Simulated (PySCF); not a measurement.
# C7H8FN+ (doublet): open-shell or spin-flip excitations

Wanted: open-shell or spin-flip excitations for C7H8FN+ (doublet) (`[NH2+]c1ccc(CF)cc1`).

Programs: PySCF 2.14.0, with routines of our own; each step states its level. All values are computed. Atoms count from 0.

## 1. The starting structure

17 atoms, charge 1, multiplicity 2; geometry from: GFN2-xTB.

## 2. Open-shell or spin-flip excitations: unrestricted TDDFT CAM-B3LYP/def2-SVP

What the job is given:

```
{"job": {"kind": "uabs", "xc": "CAM-B3LYP", "basis": "def2-SVP", "nstates": 10, "tda": false}, "charge": 1, "multiplicity": 2}
N      2.935050     0.238191     0.099955
C      1.611997     0.136762     0.052821
C      0.898126    -0.521306     1.094928
C     -0.463257    -0.628496     1.038001
C     -1.181039    -0.090152    -0.049017
C     -2.657275    -0.207591    -0.121328
F     -3.182756    -0.844679     0.953388
C     -0.481349     0.569435    -1.083828
C      0.878604     0.683074    -1.040761
H      3.450648     0.702900    -0.635039
H      3.458468    -0.151342     0.872336
H      1.446825    -0.933342     1.928071
H     -1.006709    -1.128524     1.825848
H     -2.963884    -0.769362    -1.019042
H     -3.132308     0.785326    -0.181208
H     -1.032551     0.984551    -1.913975
H      1.414412     1.186583    -1.831059
```

Level: unrestricted TDDFT CAM-B3LYP/def2-SVP, vertical, gas phase, core orbitals frozen in the response.

On the command line:

```sh
> OMP_NUM_THREADS=1 python excited_run.py task.json out
```

The driver reads the jobs from task.json and runs them one after another.

Output:

```text
coarse grid: 14712 points
cycle   1  E = -425.2131663548  dE =  2.052e+00  |g| = 4.002e-01  |ddm| = 3.600e+00
cycle   2  E = -425.2170522896  dE = -3.886e-03  |g| = 4.566e-01  |ddm| = 1.107e+00
cycle   3  E = -425.2875002306  dE = -7.045e-02  |g| = 3.672e-02  |ddm| = 4.976e-01
cycle   4  E = -425.2882732771  dE = -7.730e-04  |g| = 1.771e-02  |ddm| = 8.014e-02
cycle   5  E = -425.2885046932  dE = -2.314e-04  |g| = 7.920e-03  |ddm| = 2.783e-02
cycle   6  E = -425.2885972972  dE = -9.260e-05  |g| = 4.469e-03  |ddm| = 1.466e-02
cycle   7  E = -425.2886454464  dE = -4.815e-05  |g| = 2.921e-03  |ddm| = 1.245e-02
cycle   8  E = -425.2886718503  dE = -2.640e-05  |g| = 1.223e-03  |ddm| = 1.110e-02
cycle   9  E = -425.2886772486  dE = -5.398e-06  |g| = 6.411e-04  |ddm| = 5.360e-03
final grid: 144032 points
cycle  10  E = -425.3622086671  dE = -3.893e-05  |g| = 3.167e-03  |ddm| = 2.818e-02
cycle  11  E = -425.3622094789  dE = -8.118e-07  |g| = 3.252e-03  |ddm| = 6.910e-03
cycle  12  E = -425.3622134253  dE = -3.946e-06  |g| = 4.101e-04  |ddm| = 2.961e-03
cycle  13  E = -425.3622135362  dE = -1.109e-07  |g| = 1.706e-04  |ddm| = 5.626e-04
cycle  14  E = -425.3622135876  dE = -5.133e-08  |g| = 7.934e-05  |ddm| = 4.055e-04
cycle  15  E = -425.3622136068  dE = -1.924e-08  |g| = 6.606e-05  |ddm| = 2.243e-04
cycle  16  E = -425.3622136206  dE = -1.377e-08  |g| = 2.405e-05  |ddm| = 2.819e-04
cycle  17  E = -425.3622136226  dE = -1.983e-09  |g| = 1.562e-05  |ddm| = 9.753e-05
cycle  18  E = -425.3622136231  dE = -5.732e-10  |g| = 6.858e-06  |ddm| = 5.267e-05
converged SCF energy = -425.3622136231

Static polarisability (au): isotropic 82.956, principal 38.121 76.175 134.573

<S^2> of the reference = 0.7820 (exact 0.7500)

Excitations
state   eV       nm        f      <S^2>   main configurations
  1   1.9880    623.7   0.00159   0.828   Hb->Lb 0.97
  2   3.2702    379.1   0.11814   0.891   H-1b->Lb 0.70, H-3b->Lb 0.13
  3   4.2102    294.5   0.00068   0.818   H-2b->Lb 0.81, H-4b->Lb 0.10
  4   4.3552    284.7   0.03443   1.986   H-1a->L+1a 0.24, Ha->La 0.24, Hb->L+1b 0.20, H-1a->La 0.12
  5   4.4188    280.6   0.00007   0.808   H-4b->Lb 0.87, H-2b->Lb 0.09
  6   4.6828    264.8   0.01826   1.030   H-3b->Lb 0.60, H-1b->Lb 0.23
  7   4.9659    249.7   0.02804   0.839   Ha->L+1a 0.57, Ha->La 0.32
  8   5.3906    230.0   0.26506   1.136   Ha->La 0.25, Ha->L+1a 0.23, H-6b->Lb 0.16, H-3b->Lb 0.14
  9   5.7561    215.4   0.02448   2.587   H-1a->La 0.47, H-1a->L+1a 0.25, Hb->L+2b 0.24
 10   5.9288    209.1   0.00010   0.820   H-5b->Lb 0.88
```

It took 83 s on 1 thread of Arm Neoverse V1, shared host; peak memory 0.74 GiB.

From this job:

```tsv
quantity	value
⟨S²⟩	0.782
```

Löwdin spin populations:

N0 0.31; C1 0.10; C2 0.18; C3 -0.07; C4 0.34; C5 0.00; F6 0.00; C7 -0.07; C8 0.17; H9 0.00; H10 0.00; H11 0.00; H12 0.00; H13 0.02; H14 0.02; H15 0.00; H16 0.00

## 3. Open-shell or spin-flip excitations: unrestricted TDDFT CAM-B3LYP/def2-SVP in toluene

The job, as its differences from that of step 2:

```diff
@@ -1,2 +1,2 @@
-{"job": {"kind": "uabs", "xc": "CAM-B3LYP", "basis": "def2-SVP", "nstates": 10, "tda": false}, "charge": 1, "multiplicity": 2}
+{"job": {"kind": "uabs", "xc": "CAM-B3LYP", "basis": "def2-SVP", "nstates": 10, "tda": false, "solvent": "toluene", "pol": false}, "charge": 1, "multiplicity": 2}
 N      2.935050     0.238191     0.099955
```

Level: unrestricted TDDFT CAM-B3LYP/def2-SVP, vertical, IEF-PCM toluene (non-equilibrium linear response), core orbitals frozen in the response.

Output:

```text
coarse grid: 14712 points
cycle   1  E = -425.2711109304  dE =  1.995e+00  |g| = 3.907e-01  |ddm| = 3.606e+00
cycle   2  E = -425.2773781408  dE = -6.267e-03  |g| = 4.340e-01  |ddm| = 9.759e-01
cycle   3  E = -425.3401537152  dE = -6.278e-02  |g| = 3.597e-02  |ddm| = 4.392e-01
cycle   4  E = -425.3409320617  dE = -7.783e-04  |g| = 1.932e-02  |ddm| = 7.731e-02
cycle   5  E = -425.3412035955  dE = -2.715e-04  |g| = 7.982e-03  |ddm| = 2.780e-02
cycle   6  E = -425.3413182151  dE = -1.146e-04  |g| = 4.865e-03  |ddm| = 1.621e-02
cycle   7  E = -425.3413821849  dE = -6.397e-05  |g| = 2.840e-03  |ddm| = 1.447e-02
cycle   8  E = -425.3414116165  dE = -2.943e-05  |g| = 1.177e-03  |ddm| = 1.226e-02
cycle   9  E = -425.3414171727  dE = -5.556e-06  |g| = 5.799e-04  |ddm| = 5.735e-03
final grid: 144032 points
cycle  10  E = -425.4149192269  dE = -3.919e-05  |g| = 3.135e-03  |ddm| = 2.840e-02
cycle  11  E = -425.4149201748  dE = -9.479e-07  |g| = 3.163e-03  |ddm| = 6.560e-03
cycle  12  E = -425.4149238504  dE = -3.676e-06  |g| = 3.922e-04  |ddm| = 2.768e-03
cycle  13  E = -425.4149239446  dE = -9.416e-08  |g| = 1.578e-04  |ddm| = 5.195e-04
cycle  14  E = -425.4149239808  dE = -3.619e-08  |g| = 6.585e-05  |ddm| = 3.417e-04
cycle  15  E = -425.4149239920  dE = -1.122e-08  |g| = 5.155e-05  |ddm| = 1.635e-04
cycle  16  E = -425.4149239999  dE = -7.924e-09  |g| = 1.802e-05  |ddm| = 2.015e-04
cycle  17  E = -425.4149240011  dE = -1.213e-09  |g| = 1.159e-05  |ddm| = 7.078e-05
cycle  18  E = -425.4149240016  dE = -4.198e-10  |g| = 5.934e-06  |ddm| = 4.297e-05
converged SCF energy = -425.4149240016

<S^2> of the reference = 0.7858 (exact 0.7500)

Excitations
state   eV       nm        f      <S^2>   main configurations
  1   2.0573    602.7   0.00268   0.829   Hb->Lb 0.97
  2   3.2672    379.5   0.15918   0.881   H-1b->Lb 0.76, H-3b->Lb 0.09
  3   4.3463    285.3   0.04700   2.025   Ha->La 0.23, H-1a->L+1a 0.22, Hb->L+1b 0.22, H-1a->La 0.15
  4   4.3847    282.8   0.00035   0.812   H-4b->Lb 0.58, H-2b->Lb 0.37
  5   4.5772    270.9   0.00062   0.825   H-2b->Lb 0.52, H-4b->Lb 0.39
  6   4.9234    251.8   0.05576   0.913   Ha->La 0.44, Ha->L+1a 0.39
  7   5.0085    247.5   0.06534   1.006   H-3b->Lb 0.53, H-1b->Lb 0.17, Ha->L+1a 0.17
  8   5.2831    234.7   0.27035   1.098   Ha->L+1a 0.24, H-3b->Lb 0.22, Ha->La 0.19, H-6b->Lb 0.18
  9   5.7685    214.9   0.03262   2.567   H-1a->La 0.44, H-1a->L+1a 0.29, Hb->L+2b 0.22
 10   6.0653    204.4   0.00195   1.194   H-6b->Lb 0.56, Hb->L+1b 0.14
```

Wall time 72 s (1 thread of Arm Neoverse V1, shared host); peak memory 0.88 GiB.

From this job:

```tsv
quantity	value
⟨S²⟩	0.786
```

## 4. Outcome

| quantity | value |
| --- | --- |
| lowest and brightest state of nearly pure spin, of 10 (step 2, unrestricted TDDFT CAM-B3LYP/def2-SVP) | 1.99 eV; 3.27 eV, f = 0.118 |
| lowest and brightest state of nearly pure spin, of 10 (step 3, unrestricted TDDFT CAM-B3LYP/def2-SVP in toluene) | 2.06 eV; 3.27 eV, f = 0.159 |

In words: States whose ⟨S²⟩ lies well above the reference's are mixtures of spin states, an artefact of the unrestricted response, and are left out of the summary. The lowest state of nearly pure spin runs from 1.99 to 2.06 eV over the runs.
